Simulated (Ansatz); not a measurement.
# CH₅FSeSn, SMILES [CH3][SnH]([F])[SeH]: a ladder of methods at one geometry

Run with the Ansatz DFT code, driven from Python.

Script `methods.py`:
```python
'''One geometry of CH5FSeSn, method by method.'''

import ansatz as az
from ase import Atoms

BASIS_SET = 'def2-SVP'

atoms = Atoms(['C', 'Sn', 'F', 'Se', 'H', 'H', 'H', 'H', 'H'], positions=[
    (-0.1546, 0.4831, -1.2326),
    (0.5346, -0.6643, 0.3759),
    (2.1309, 0.1425, 1.0619),
    (-1.1491, -0.7471, 2.2153),
    (-1.1289, 0.0625, -1.6615),
    (-0.4238, 1.5678, -0.8806),
    (0.5883, 0.5792, -2.0427),
    (0.9194, -2.2631, -0.2015),
    (-1.2282, 0.7931, 2.3486),
])
mol = az.Crystal.molecule_from_ase(atoms)

base = mol.calculation().basis(gaussian=BASIS_SET)

methods = ['mp2', 'ccsd', 'ccsd_t']
reports = [base.correlation(m).run(threads=1).report for m in methods]
print(f'Hartree-Fock reference {reports[0]["reference_energy_ev"] / 27.211386246:.6f} Ha')
best = reports[-1]['free_energy_ev'] - reports[-1]['reference_energy_ev']
for method, each in zip(methods, reports):
    gained = each['free_energy_ev'] - each['reference_energy_ev']
    print(f'{method:8s} total {each["free_energy_ev"] / 27.211386246:.6f} Ha  correlation {gained:9.4f} eV  ({100 * gained / best:.1f} % of the last)')
```

```console
$ python methods.py
Hartree-Fock reference -2753.038398 Ha
mp2      total -2753.723205 Ha  correlation  -18.6346 eV  (92.9 % of the last)
ccsd     total -2753.757538 Ha  correlation  -19.5688 eV  (97.6 % of the last)
ccsd_t   total -2753.775225 Ha  correlation  -20.0501 eV  (100.0 % of the last)
```

Total energies depend on the basis set; only differences at equal settings carry meaning. The geometry is a force-field or estimated start, not a minimum of this method, and the basis set is short of its limit. A lower total doesn't mark the better method: functionals have no common bound, and MP2 and coupled cluster aren't variational. def2 sets replace the cores of elements past krypton by effective core potentials. Inner cores stay frozen; a filled d shell under the valence of the heavier atoms is correlated with it. Hardware and time: 59 s on 1 thread of Arm Neoverse V1 (shared host), peak memory 0.67 GiB.

(Lines on the test bed's own set-up are left out of the output.)
